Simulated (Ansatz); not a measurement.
# Hf2N: the cost of one run

Computed with Ansatz 0.2.0 (DFT PBEsol, scalar-relativistic, plane waves, PAW, unless a step's input says otherwise).

1 further run of the same task is left out (set aside as unsound or not needed).

## 1. The structure to begin with

The structure is tetragonal, space group P4_2/mnm (No. 136). The conventional cell has a = 5.296 Å, b = 5.296 Å, c = 3.227 Å, α = 90.00°, β = 90.00°, γ = 90.00°. Hf (site symmetry m2m) has 3 N at 2.21 to 2.22 Å in its first shell of neighbours. N (site symmetry mmm) has 6 Hf at 2.21 to 2.22 Å in its first shell of neighbours.

Coordinates:

```
CELL_PARAMETERS angstrom
5.29554 0.00000 0.00000
0.00000 5.29554 0.00000
0.00000 0.00000 3.22745
ATOMIC_POSITIONS crystal
Hf 0.29546 0.29546 0.00000
Hf 0.70454 0.70454 0.00000
Hf 0.79546 0.20454 0.50000
Hf 0.20454 0.79546 0.50000
N 0.00000 0.00000 0.00000
N 0.50000 0.50000 0.50000
```

It goes back to an entry of the Materials Project, which need not be the stable form.

It is the result of an earlier relaxation at this level (volume 15.08 Å³/atom; gap on the mesh: none (metal)).

## 2. Relaxing at -2 GPa

input.yaml reads:

```yaml
crystal:
  lattice:
    - [5.3292823204, 0.0, 0.0]
    - [0.0, 5.3292823204, 0.0]
    - [0.0, 0.0, 3.2480144226]
  atoms:
    - { symbol: Hf, position: [0.2954633019, 0.2954633019, 0.0] }
    - { symbol: Hf, position: [0.7045366981, 0.7045366981, 0.0] }
    - { symbol: Hf, position: [0.7954633019, 0.2045366981, 0.5] }
    - { symbol: Hf, position: [0.2045366981, 0.7954633019, 0.5] }
    - { symbol: "N", position: [0.0, 0.0, 0.0] }
    - { symbol: "N", position: [0.5, 0.5, 0.5] }
basis:
  ecutwfc: 420
kpoints:
  mp_grid: { grid: [8, 8, 12] }
hamiltonian:
  xc: pbesol
scf:
  occupations: { method: gaussian, width: 0.1 }
output:
  forces: true
  stress: true
  eigenvalues: true
relax:
  adjacent_minimum: "off"
  f_tol: 0.008
  max_steps: 50
  cell: { stress_tol: 0.08, p_target: -2.0 }
```

Launch:

```
$ ansatz run input.yaml --threads 1 --pin off --max-ram 2560MiB --backend cpu --events-out ev --progress --plain --runs-dir out
```

**Question.** How long does this run take on 1 thread of Arm Neoverse V1, shared host, and how much memory does it need?

About 4.5 min, with a peak of 0.71 GiB.
